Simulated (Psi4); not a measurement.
# InNH2Cl (SMILES [NH2][In][Cl]): levels of theory compared

Aim: a comparison of 3 runs (UHF/3-21G, UHF/def2-TZVPP, UBLYP/def2-TZVP) of InNH2Cl. 

The calculation is run with Psi4 1.11.

4 further runs of the same task are left out: 3 that didn't finish, 1 set aside as unsound or not needed.

### Step 1. The molecule

The species is InNH2Cl (5 atoms), meant as a doublet with charge 0. As SMILES, `[NH2][In][Cl]`. The shape is that of a PBE0-D4/def2-TZVP optimisation. This is one conformer, not always the lowest.

Bond lengths: N1–In2 2.072 Å, In2–Cl3 2.369 Å, N1–H4 1.015 Å, N1–H5 1.017 Å. Angles: N1–In2–Cl3 113.1°, In2–N1–H4 113.0°, In2–N1–H5 110.3°, H4–N1–H5 107.4°.

### Step 2. Energy and gradient at UHF/3-21G (run 1)

clh2inn.xyz reads:

```xyz
5
ClH2InN
N     -0.142600     0.808600    -0.493900
In    -0.411600    -1.217800    -0.153300
Cl     1.391500    -2.211500     1.018700
H     -0.999700     1.283800    -0.756700
H      0.212300     1.263200     0.343800
```

clh2inn.py reads:

```python
import psi4

psi4.set_memory('1600 MB')
psi4.set_num_threads(1)
psi4.set_output_file('clh2inn.out', False)

with open('clh2inn.xyz') as f:
    atoms = ''.join(f.readlines()[2:])
mol = psi4.geometry('0 2\n' + atoms + 'symmetry c1')

psi4.set_options({
    'reference': 'uhf',
    'puream': True,
    'e_convergence': 1e-09,
    'd_convergence': 1e-08,
    'scf_type': 'pk',
    'maxiter': 200,
})

result, w = psi4.gradient('scf/3-21G', return_wfn=True)
psi4.oeprop(w, 'MAYER_INDICES', 'MULLIKEN_CHARGES', 'LOWDIN_CHARGES', title='SCF')
print('gradient / Eh bohr^-1')
print(result.np.round(6))
print(f'energy = {w.energy():.10f} Eh')
```

Started as:

```console
$ python clh2inn.py
```

clh2inn.out:

```text
[...]
  Running in c1 symmetry.
[...]
  Nuclear repulsion =  322.390401142851715
[...]
  Multiplicity = 2
[...]
  Nalpha       = 38
  Nbeta        = 37
[...]
    Number of basis functions: 57
[...]
   @UHF iter   1: -6227.11240093369815   -3.77076e+00   1.03922e-02 DIIS/ADIIS
[...]
   @UHF iter  16: -6227.39852784413233   -6.36646e-12   7.27155e-09 DIIS
[...]
   @S^2 Observed:                7.636655551E-01
[...]
    Orbital Energies [Eh]
    ---------------------
    Alpha Occupied:
       1A   -991.733133     2A   -148.703041     3A   -138.133889
       4A   -138.133823     5A   -138.133130     6A   -104.057640
       7A    -29.586959     8A    -25.127499     9A    -25.126124
      10A    -25.123244    11A    -17.528327    12A    -17.527893
      13A    -17.526033    14A    -17.525004    15A    -17.524701
      16A    -15.465167    17A    -10.450173    18A     -7.914654
      19A     -7.910243    20A     -7.910134    21A     -5.035147
      22A     -3.504849    23A     -3.503359    24A     -3.497613
      25A     -1.162528    26A     -1.145537    27A     -1.133657
      28A     -1.128530    29A     -1.128217    30A     -1.085122
      31A     -1.029083    32A     -0.629335    33A     -0.557495
      34A     -0.477585    35A     -0.435818    36A     -0.432620
[...]
  @UHF Final Energy: -6227.39852784413233
   => Energetics <=
    Nuclear Repulsion Energy =            322.3904011428517151
    One-Electron Energy =               -9244.6094293669193576
    Two-Electron Energy =                2694.8205003799357655
    Total Energy =                      -6227.3985278441323317
  UHF NO Occupations:
  HONO-2 :   36  A 1.9995308
  HONO-1 :   37  A 1.9940414
[...]
 Multipole Moments:
 ------------------------------------------------------------------------------------
     Multipole            Electronic (a.u.)      Nuclear  (a.u.)        Total (a.u.)
 ------------------------------------------------------------------------------------
 L = 1.  Multiply by 2.5417464519 to convert [e a0] to [Debye]
 Dipole X            :         -6.2226962            4.4333976           -1.7892985
 Dipole Y            :         -4.7667168            5.4525214            0.6858046
 Dipole Z            :         -2.5051777            2.0965757           -0.4086020
 Magnitude           :                                                    1.9593042
[...]
  -Total Gradient:
     Atom            X                  Y                   Z
    ------   -----------------  -----------------  -----------------
       1        0.015348478821     0.013672603661    -0.019013680516
       2        0.012960471915    -0.015389738392     0.017194972102
       3       -0.016591571381     0.008883060968    -0.011216593662
       4       -0.005601382068    -0.002622823269     0.005880183122
       5       -0.006115997431    -0.004543102957     0.007155118962
[...]
  Mulliken Charges: (a.u.)
   Center  Symbol    Alpha    Beta     Spin     Total
       1     N     4.07685  3.87224  0.20462 -0.94909
       2    IN    24.41028 23.64573  0.76455  0.94399
       3    CL     8.82623  8.77618  0.05005 -0.60241
       4     H     0.34080  0.35596 -0.01516  0.30324
       5     H     0.34584  0.34989 -0.00406  0.30427
   Total alpha = 38.00000, Total beta = 37.00000, Total charge = -0.00000
  Lowdin Charges: (a.u.)
   Center  Symbol    Alpha    Beta     Spin     Total
       1     N     3.89768  3.71223  0.18545 -0.60991
[...]
```

On the terminal:

```text
gradient / Eh bohr^-1
[[ 0.015348  0.013673 -0.019014]
 [ 0.01296  -0.01539   0.017195]
 [-0.016592  0.008883 -0.011217]
 [-0.005601 -0.002623  0.00588 ]
 [-0.006116 -0.004543  0.007155]]
energy = -6227.3985278441 Eh
```

Wall time 2 s (1 thread of Intel Xeon 6975P-C (Granite Rapids), shared host); peak memory 0.2 GiB.

### Step 3. A single-point energy at UHF/def2-TZVPP (density fitting, core potential) (run 2)

clh2inn.dat reads:

```
memory 1600 mb

molecule mol {
  0 2
  N     -0.142600     0.808600    -0.493900
  In    -0.411600    -1.217800    -0.153300
  Cl     1.391500    -2.211500     1.018700
  H     -0.999700     1.283800    -0.756700
  H      0.212300     1.263200     0.343800
  units angstrom
  symmetry c1
}

set globals {
  basis     def2-TZVPP
  reference uhf
  scf_type  disk_df
}

e = energy('scf')
```

Started as:

```console
$ psi4 clh2inn.dat clh2inn.out -n 1
```

clh2inn.out:

```text
[...]
    !!!  WARNING: ECP capability is in beta. Please check occupations closely.  !!!
[...]
  Running in c1 symmetry.
[...]
  Nuclear repulsion =  154.716518533842446
[...]
  Multiplicity = 2
[...]
  Nalpha       = 24
  Nbeta        = 23
[...]
    Number of basis functions: 151
[...]
   @DF-UHF iter   1:  -704.19372770883297   -1.39475e+00   4.55741e-03 ADIIS/DIIS
[...]
   @DF-UHF iter  11:  -704.41242603308763   -2.22219e-07   9.20748e-07 DIIS
[...]
   @S^2 Observed:                7.708406160E-01
[...]
    Orbital Energies [Eh]
    ---------------------
    Alpha Occupied:
       1A   -104.791611     2A    -15.553660     3A    -10.520030
       4A     -7.988452     5A     -7.985424     6A     -7.985392
       7A     -5.408330     8A     -3.667172     9A     -3.663028
      10A     -3.658212    11A     -1.139284    12A     -1.081692
      13A     -1.052119    14A     -1.049192    15A     -1.048603
      16A     -1.034988    17A     -1.010437    18A     -0.637983
      19A     -0.573151    20A     -0.488863    21A     -0.441504
      22A     -0.437198    23A     -0.426528    24A     -0.330072
    Alpha Virtual:
      25A      0.021779    26A      0.067710    27A      0.074897
[...]
  @DF-UHF Final Energy:  -704.41242603308763
   => Energetics <=
    Nuclear Repulsion Energy =            154.7165185338424465
    One-Electron Energy =               -1354.8542470827574107
    Two-Electron Energy =                 495.7253025158274227
    Total Energy =                       -704.4124260330875131
  UHF NO Occupations:
  HONO-2 :   22  A 1.9991364
  HONO-1 :   23  A 1.9913542
[...]
 Multipole Moments:
 ------------------------------------------------------------------------------------
     Multipole            Electronic (a.u.)      Nuclear  (a.u.)        Total (a.u.)
 ------------------------------------------------------------------------------------
 L = 1.  Multiply by 2.5417464519 to convert [e a0] to [Debye]
 Dipole X            :        -27.1012107           25.7573826           -1.3438281
 Dipole Y            :         -4.5821833            5.0215680            0.4393847
 Dipole Z            :        -13.9131364           13.6131492           -0.2999872
 Magnitude           :                                                    1.4453115
[...]
```

Run time: 3.3 s. Hardware: 1 thread of Intel Xeon 6975P-C (Granite Rapids), shared host; peak memory 0.26 GiB.

### Step 4. Energy and forces at UBLYP/def2-TZVP (core potential) (run 3)

calc.in reads:

```
memory 1600 mb

molecule system {
  0 2
  N     -0.26947495     1.52803254    -0.93333573
  In    -0.77781127    -2.30130847    -0.28969501
  Cl     2.62955390    -4.17912932     1.92506400
  H     -1.88915921     2.42603040    -1.42995576
  H      0.40118886     2.38710204     0.64968784
  units au
  symmetry c1
}

set basis def2-TZVP
set reference uks
set puream true
set e_convergence 1e-09
set d_convergence 1e-08
set scf_type pk
set dft_radial_points 99
set dft_spherical_points 590
set maxiter 200

e, wfn = gradient("blyp", return_wfn=True)
oeprop(wfn, "LOWDIN_CHARGES", "DIPOLE", "MAYER_INDICES", title="BLYP")
```

Started as:

```console
$ psi4 -i calc.in -o calc.out -n 1
```

calc.out, cut to the lines that bear on the results:

```text
[...]
    !!!  WARNING: ECP capability is in beta. Please check occupations closely.  !!!
[...]
  Running in c1 symmetry.
[...]
  Nuclear repulsion =  154.716518858565308
[...]
  Multiplicity = 2
[...]
  Nalpha       = 24
  Nbeta        = 23
[...]
    Number of basis functions: 130
[...]
   @UKS iter   1:  -705.58691764823641   -4.05660e-01   1.00225e-02 ADIIS/DIIS
[...]
   @UKS iter  16:  -706.31042624938323   -1.47793e-12   3.32720e-09 DIIS
[...]
   @S^2 Observed:                7.526747275E-01
[...]
  @UKS Final Energy:  -706.31042624938323
   => Energetics <=
    Nuclear Repulsion Energy =            154.7165188585653084
    One-Electron Energy =               -1355.0906562658688017
    Two-Electron Energy =                 546.6573638891923110
    DFT Exchange-Correlation Energy =     -52.5936527312719591
    Empirical Dispersion Energy =           0.0000000000000000
    VV10 Nonlocal Energy =                  0.0000000000000000
    Total Energy =                       -706.3104262493832266
[...]
  -Total Gradient:
     Atom            X                  Y                   Z
    ------   -----------------  -----------------  -----------------
       1       -0.006022405913    -0.008089994997     0.007058738362
       2        0.012194282166     0.010576613210     0.003594286155
       3       -0.010173517317     0.005633669766    -0.006323143584
       4        0.006430543305    -0.004146645627     0.002268675803
       5       -0.002422375201    -0.003978981543    -0.006584341037
[...]
 Multipole Moments:
 ------------------------------------------------------------------------------------
     Multipole            Electronic (a.u.)      Nuclear  (a.u.)        Total (a.u.)
 ------------------------------------------------------------------------------------
 L = 1.  Multiply by 2.5417464519 to convert [e a0] to [Debye]
 Dipole X            :        -26.8459537           25.7573825           -1.0885712
 Dipole Y            :         -4.3766662            5.0215680            0.6449018
 Dipole Z            :        -13.8810671           13.6131491           -0.2679179
 Magnitude           :                                                    1.2933157
[...]
```

Run time: 36 s. Hardware: 1 thread of Intel Xeon 6975P-C (Granite Rapids), shared host; peak memory 0.9 GiB.

### Step 5. The series

```tsv
run	level	task	integrals	partner	energy (Eh)	dipole moment (D)	HOMO energy (eV)	LUMO energy (eV)	wall time
1	UHF/3-21G	gradient	pk	base	-6227.398528	4.98	-8.68	-0.28	2 s
2	UHF/def2-TZVPP (density fitting, core potential)	energy	disk_df	gas phase	-704.412426	3.67	-8.98	-0.20	3.3 s
3	UBLYP/def2-TZVP (core potential)	gradient	pk	base	-706.310426	3.29	-5.21	-4.49	36 s
```

### Step 6. Results

| quantity | value |
| --- | --- |
| run 3: total energy | -706.31043 Eh |
| run 3: dipole moment | 3.29 D |
| run 3: HOMO energy (highest over α and β) | -5.21 eV |
| run 3: LUMO energy (lowest over α and β) | -4.49 eV |
| run 3: ⟨S²⟩ | 0.753 |
| run 3: largest force on an atom | 0.850 eV/Å |

In words: The dipole moment (its size) runs from 3.29 D (UBLYP/def2-TZVP) to 4.98 D (UHF/3-21G). The two ends differ in method and basis and core potential. Some runs of one species differ in core potentials or relativity; totals across that change don't compare. In run 1 relativity is left out where basis or elements ask for it. All runs together took 41 s, the longest 36 s.
